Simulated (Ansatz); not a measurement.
CH4BClO, SMILES OBCCl, a rigid scan of one bond length

Computed with Ansatz 0.2.0, Python API.

`scan_ch4bclo.py`
```python
"""Potential curve of CH4BClO along one bond."""

import ansatz
import numpy as np

GEOMETRY = """
O    -0.39720    1.42330   -0.81260
B     0.13030    0.68170    0.26400
C     0.28330   -0.89100    0.12820
Cl   -0.19450   -1.47950   -1.43460
H    -1.41550    1.47470   -0.65120
H     0.48350    1.24730    1.25070
H    -0.22770   -1.38660    0.95770
H     1.42990   -1.12700    0.24210
"""


def main() -> None:
    geometry = ansatz.Crystal.molecule()
    for line in GEOMETRY.strip().splitlines():
        symbol, *xyz = line.split()
        geometry = geometry.atom(symbol, [float(v) for v in xyz])

    symbols = [site.symbol for site in geometry.cartesian_sites]
    start = np.array([site.position_ang for site in geometry.cartesian_sites])
    axis = (start[7] - start[2]) / np.linalg.norm(start[7] - start[2])
    moving = [7]
    lengths, energies = [1.035, 1.082, 1.129, 1.176, 1.223, 1.27, 1.317, 1.388], []
    for length in lengths:
        xyz = start.copy()
        xyz[moving] += (length - np.linalg.norm(start[7] - start[2])) * axis
        point = ansatz.Crystal.molecule()
        for symbol, place in zip(symbols, xyz):
            point = point.atom(symbol, place.tolist())
        model = (
            point.calculation()
            .basis(gaussian="def2-SVP")
            .correlation("MP2")
        )
        r = model.run(threads=1, backend="cpu").report
        energies.append(r["free_energy_ev"])
        print(f"r = {length:6.3f} A  E = {energies[-1]:.5f} eV  <S^2> = {abs(r['mean_field']['state']['spin_squared']):.3f}")

    # quartic fit about the minimum
    fit = np.polynomial.Polynomial.fit(lengths, np.array(energies) - min(energies), 4).convert()
    roots = [r.real for r in fit.deriv().roots() if abs(r.imag) < 1e-9 and fit.deriv(2)(r.real) > 0]
    r_e = min(roots, key=lambda r: abs(r - lengths[int(np.argmin(energies))]))
    print(f"minimum of the fit at {r_e:.4f} A, force constant {fit.deriv(2)(r_e):.2f} eV/A^2")


if __name__ == "__main__":
    main()
```

Output of `python scan_ch4bclo.py`:
```text
r =  1.035 A  E = -16314.57175 eV  <S^2> = 0.000
r =  1.082 A  E = -16314.65376 eV  <S^2> = 0.000
r =  1.129 A  E = -16314.65168 eV  <S^2> = 0.000
r =  1.176 A  E = -16314.58561 eV  <S^2> = 0.000
r =  1.223 A  E = -16314.47133 eV  <S^2> = 0.000
r =  1.270 A  E = -16314.32127 eV  <S^2> = 0.000
r =  1.317 A  E = -16314.14518 eV  <S^2> = 0.000
r =  1.388 A  E = -16313.84630 eV  <S^2> = 0.000
minimum of the fit at 1.1039 A, force constant 33.45 eV/A^2
```

Reading the output:
- Total energies depend on the basis set; only differences at equal settings carry meaning.
- The rest of the molecule is held rigid at a force-field or estimated start geometry, and the basis set is modest; single-reference methods fail as a bond breaks.
- The orbitals are restricted, so S² is zero by construction.
- S² is that of the Hartree-Fock reference.
- Run time: 6.7 s on 1 thread of Arm Neoverse V2, with other jobs on the host, peak memory 0.2 GiB.
